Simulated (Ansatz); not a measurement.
# C₄H₄F₆O: up Jacob's ladder to CCSD(T)

How much do the methods differ for C₄H₄F₆O? The plan is to run it at one geometry with functionals of several rungs and with coupled cluster. The yardstick is the atomisation energy at the CCSD(T) limit.

The runs use Ansatz 0.2.0, Gaussian basis; functionals in def2-TZVPP, the program's frozen cores in correlated methods.

Plan: LDA (SPW92), PBE-D4, revPBE-D4, BLYP-D4, r2SCAN-D4, B97M-V, PBE0-D4, B3LYP-D4, r2SCANh-D4, r2SCAN0-D4, HSE06-D4, BHLYP-D4, CAM-B3LYP-D4, LC-ωPBE, ωB97X-V, ωB97M-V, B2PLYP, PBE-QIDH; CCSD(T)/def2-SVP; CCSD(T)/def2-TZVPP; MP2/def2-QZVPP; extrapolation to the limit; RPA on PBE.

## 1. Structure used throughout

All runs share one geometry, relaxed beforehand with PBE0-D4 in a triple-zeta def2 set.

SMILES `FCC(F)(F)OC(F)C(F)F`, 15 atoms, charge 0, spin multiplicity 1.

Atoms are counted from 1 here; the program's logs count them from 0.

Bond lengths: F1–C2 1.365 Å, C2–C3 1.514 Å, C2–H12 1.092 Å, C2–H13 1.092 Å, C3–F4 1.354 Å, C3–F5 1.351 Å, C3–O6 1.363 Å, O6–C7 1.392 Å, C7–F8 1.355 Å, C7–C9 1.522 Å, C7–H14 1.094 Å, C9–F10 1.344 Å, C9–F11 1.350 Å, C9–H15 1.095 Å. Angles: F1–C2–C3 110.0°, F1–C2–H12 109.7°, F1–C2–H13 109.6°, C3–C2–H12 108.7°, C3–C2–H13 108.3°, H12–C2–H13 110.5°, C2–C3–F4 110.8°, C2–C3–F5 108.5°, C2–C3–O6 109.9°, F4–C3–F5 106.0°, F4–C3–O6 110.3°, F5–C3–O6 111.3°, C3–O6–C7 117.3°, O6–C7–F8 110.0°, O6–C7–C9 106.8°, O6–C7–H14 111.7°, F8–C7–C9 109.7°, F8–C7–H14 108.6° and more.

## 2. LDA

This LDA is Slater exchange with PW92 correlation.

The input, in.yaml:

```yaml
crystal:
  periodic: [false, false, false]
  atoms:
    - {symbol: F, position_ang: [-1.774210, 1.796539, -1.256090]}
    - {symbol: C, position_ang: [-0.688418, 1.287375, -1.907820]}
    - {symbol: C, position_ang: [0.330283, 0.789483, -0.905212]}
    - {symbol: F, position_ang: [0.745502, 1.796837, -0.102132]}
    - {symbol: F, position_ang: [1.425278, 0.373024, -1.577808]}
    - {symbol: O, position_ang: [-0.204973, -0.218408, -0.160361]}
    - {symbol: C, position_ang: [0.610687, -0.802636, 0.804413]}
    - {symbol: F, position_ang: [1.248690, -1.878715, 0.283111]}
    - {symbol: C, position_ang: [-0.299460, -1.247389, 1.940974]}
    - {symbol: F, position_ang: [-1.139815, -2.207076, 1.518182]}
    - {symbol: F, position_ang: [0.463841, -1.754529, 2.931900]}
    - {symbol: H, position_ang: [-0.996346, 0.451208, -2.538975]}
    - {symbol: H, position_ang: [-0.221794, 2.069856, -2.510384]}
    - {symbol: H, position_ang: [1.360657, -0.100637, 1.179989]}
    - {symbol: H, position_ang: [-0.881723, -0.405731, 2.329614]}
basis:
  gaussian: {orbitals: def2-TZVPP}
hamiltonian: {xc: lda}
output: {orbitals: {seedname: orbitals}}
```

The run is started by

```
> ansatz run in.yaml --threads 4 --pin off --events-out ev --progress --plain --max-ram 66560MiB --backend cuda --devices 0, --max-vram 37GiB
```

Further steps of the session: PBE-D4 (GGA); revPBE-D4 (GGA); BLYP-D4 (GGA); r2SCAN-D4 (meta-GGA); B97M-V (meta-GGA); PBE0-D4 (hybrid); B3LYP-D4 (hybrid); r2SCANh-D4 (hybrid); r2SCAN0-D4 (hybrid); HSE06-D4 (hybrid); BHLYP-D4 (hybrid); CAM-B3LYP-D4 (range-separated); LC-ωPBE (range-separated); ωB97X-V (range-separated); ωB97M-V (range-separated); B2PLYP (double hybrid); PBE-QIDH (double hybrid); CCSD(T) in def2-SVP; CCSD(T) in def2-TZVPP; MP2 in def2-QZVPP; RPA on PBE orbitals.

**Question.** What will the summary of the whole plan be? Wanted: atomisation energy, CCSD(T)/CBS; farthest beyond LDA; mean size of error, GGA; mean size of error, meta-GGA; mean size of error, hybrid; mean size of error, range-separated; mean size of error, double hybrid; gap, smallest and largest; T1 diagnostic.

**Answer**, as computed:

| quantity | value |
| --- | --- |
| atomisation energy, CCSD(T)/CBS | 63.590 eV |
| functionals within 0.318 eV (0.5 %) | revPBE-D4, BLYP-D4, B97M-V, r2SCANh-D4, PBE-QIDH |
| farthest beyond LDA | BHLYP-D4 (-3.556 eV) |
| mean size of error, GGA | 1.156 eV |
| mean size of error, meta-GGA | 0.271 eV |
| mean size of error, hybrid | 1.119 eV |
| mean size of error, range-separated | 0.475 eV |
| mean size of error, double hybrid | 0.548 eV |
| gap, smallest and largest | 8.03 eV (LDA (SPW92)), 16.12 eV (LC-ωPBE) |
| T1 diagnostic | 0.0120 |
| triples share of the correlation energy | 3.3 % |

In words: The LDA atomisation energy is off by 13.505 eV (21 %): it overbinds. PBE-D4 is off by +2.881 eV. Double hybrids carry the basis error of their MP2 part in triple zeta, and no dispersion term here, so their miss is partly the set-up's. By mean error the best rung here is meta-GGA (0.271 eV) and the worst beyond LDA is GGA (1.156 eV). hybrid functionals lie within the reference's doubt of that worst mean (1.119 eV), so those two tie. Misses under about 0.318 eV are within the doubt on the reference itself, which lacks core-valence correlation, relativity and higher excitations. Hartree-Fock recovers 68 % of the binding; the rest is correlation. CCSD(T) in def2-SVP is off by -2.991 eV, more than most functionals: a good method in a small basis is no reference. The gap grows from 8.0 to 16.1 eV across the functionals, mostly with the share of exact exchange.
